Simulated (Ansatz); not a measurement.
Write a Python script for Ansatz 0.2.0 through its Python package that makes vertical energies of changing the electron count of ClGeH5Si, SMILES Cl[SiH2][GeH3]. Settings (for the species named): CCSD(T), def2-TZVP basis, multiplicity 1.

```csv
atom,x (Å),y (Å),z (Å)
Cl,-2.2762,1.1924,-0.2468
Si,-0.4345,0.5922,-0.8790
Ge,0.5166,-0.6436,0.7967
H,-0.4902,-0.2271,-2.0862
H,0.4121,1.7561,-1.1962
H,0.6871,0.2499,2.0783
H,1.9785,-1.1192,0.3572
H,-0.3011,-1.8578,1.1202
```

The script, `ip_clgeh5si.py`:
```python
# -*- coding: utf-8 -*-
"""Vertical ionisation energy of ClGeH5Si."""

import ansatz

BASIS_SET = "def2-TZVP"
METHOD = "ccsd_t"


def single_point(molecule, charge=0, unpaired=0):
    calc = (
        molecule.calculation()
        .basis(gaussian=BASIS_SET)
        .correlation(METHOD)
    )
    if charge:
        calc = calc.charge(charge)
    if unpaired:
        calc = calc.spin("collinear", total=unpaired)
    return calc.run().report["free_energy_ev"]

geometry = (
    ansatz.Crystal.molecule()
    .atom("Cl", (-2.2762, 1.1924, -0.2468))
    .atom("Si", (-0.4345, 0.5922, -0.879))
    .atom("Ge", (0.5166, -0.6436, 0.7967))
    .atom("H", (-0.4902, -0.2271, -2.0862))
    .atom("H", (0.4121, 1.7561, -1.1962))
    .atom("H", (0.6871, 0.2499, 2.0783))
    .atom("H", (1.9785, -1.1192, 0.3572))
    .atom("H", (-0.3011, -1.8578, 1.1202))
)

# delta-SCF style differences, no relaxation
parent = single_point(geometry, 0, 0)
cation = single_point(geometry, 1, 1)
print(f"E(N)   = {parent:.5f} eV")
print(f"E(N-1) = {cation:.5f} eV  (1 unpaired)")
print(f"vertical ionisation energy {cation - parent:.3f} eV")
```

Running `python ip_clgeh5si.py` prints:
```text
E(N)   = -76937.62555 eV
E(N-1) = -76927.27674 eV  (1 unpaired)
vertical ionisation energy 10.349 eV
```

At this unrelaxed geometry removing an electron costs 10.35 eV.

Reading the output:
- Total energies depend on the basis set; only differences at equal settings carry meaning.
- The geometry is a force-field or estimated start, not a minimum of this method, and the basis set is short of its limit. All parts are taken at fixed geometry, without zero-point energy. At an unrelaxed start these energies can be a whole eV from those at the minimum, and a small affinity can change sign.
- Wall time of the script: 2.9 min on 1 thread of Intel(R) Xeon(R) Processor @ 2.30GHz, on a shared host, peak memory 2.5 GiB.
